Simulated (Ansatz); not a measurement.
## Ca3Pb, space group Pm-3m: a calculation of the elastic constants, step by step

Computed with Ansatz 0.2.0 through its Python package.

Notebook, run cell by cell (the value of a cell's last expression is shown):

```python
import ansatz as az
import numpy as np

vectors = np.array([
    [5.04985756, 0.0, 0.0],
    [0.0, 5.04985756, 0.0],
    [0.0, 0.0, 5.04985756],
])
cell = (
    az.Lattice.of(vectors)
    .atom("Ca", (0.0, 0.5, 0.5))
    .atom("Ca", (0.5, 0.5, 0.0))
    .atom("Ca", (0.5, 0.0, 0.5))
    .atom("Pb", (0.0, 0.0, 0.0))
)
```

```python
calc = (
    cell.calculation()
    .functional("r2scan")
    .occupations("fermi_dirac", width=0.05)
    .kpoints(9, 9, 9)
)
res = calc.elastic("clamped_ion").run(threads=1)
elastic = res.elastic
```

    DeckWarning: basis.ecutwfc = 500 eV, auto-derived from the records' recommended cutoffs: set by Ca (their level for a meta-GGA)

```python
print("C_ij (GPa), Voigt order xx yy zz yz xz xy")
for row in elastic.c_gpa:
    print(" ".join(f"{value:8.1f}" for value in row))
print("smallest eigenvalue of C:", round(elastic.stability.min_eigenvalue_gpa, 1), "GPa; tensor positive definite:", elastic.stability.min_eigenvalue_gpa > 0)
# averaged moduli need a positive definite tensor
if elastic.stability.min_eigenvalue_gpa > 0:
    m = elastic.moduli
    print(f"K = {m.k_hill_gpa:.1f}, G = {m.g_hill_gpa:.1f}, E = {m.youngs_gpa:.1f} GPa, Poisson ratio {m.poisson:.3f}, K/G = {m.k_hill_gpa / m.g_hill_gpa:.2f}")
```

    C_ij (GPa), Voigt order xx yy zz yz xz xy
        60.6     12.7     12.7     -0.0     -0.0     -0.0
        12.7     60.6     12.7     -0.0     -0.0     -0.0
        12.7     12.7     60.6     -0.0     -0.0     -0.0
         0.0     -0.0      0.0     30.8      0.0     -0.0
        -0.0     -0.0      0.0      0.0     30.8      0.0
        -0.0     -0.0     -0.0      0.0      0.0     30.8
    smallest eigenvalue of C: 30.8 GPa; tensor positive definite: True
    K = 28.7, G = 27.8, E = 63.1 GPa, Poisson ratio 0.133, K/G = 1.03

The cell isn't relaxed first, so the values belong to this volume. A positive definite tensor excludes instabilities under uniform strain alone; phonons elsewhere in the zone can still be imaginary. Spin-orbit coupling, which matters for elements this heavy, is left out. These are clamped-ion constants: where atoms have free coordinates under strain, the relaxed-ion ones can be far smaller or negative, so this tensor doesn't settle whether the crystal is stable. The structure comes from a database of computed cells and needn't be a stable or known phase. Warnings are shown shortened and without file and line. Shear constants of a metal converge slowly with the k-point mesh and can be wrong in sign on a coarse one; the constants belong to the cell that was strained. The whole script took 5.6 min on 1 thread of Arm Neoverse V2, on a shared host, peak memory 0.98 GiB.

(A comment or docstring line of the script was reworded after the run, the code is as it ran.)
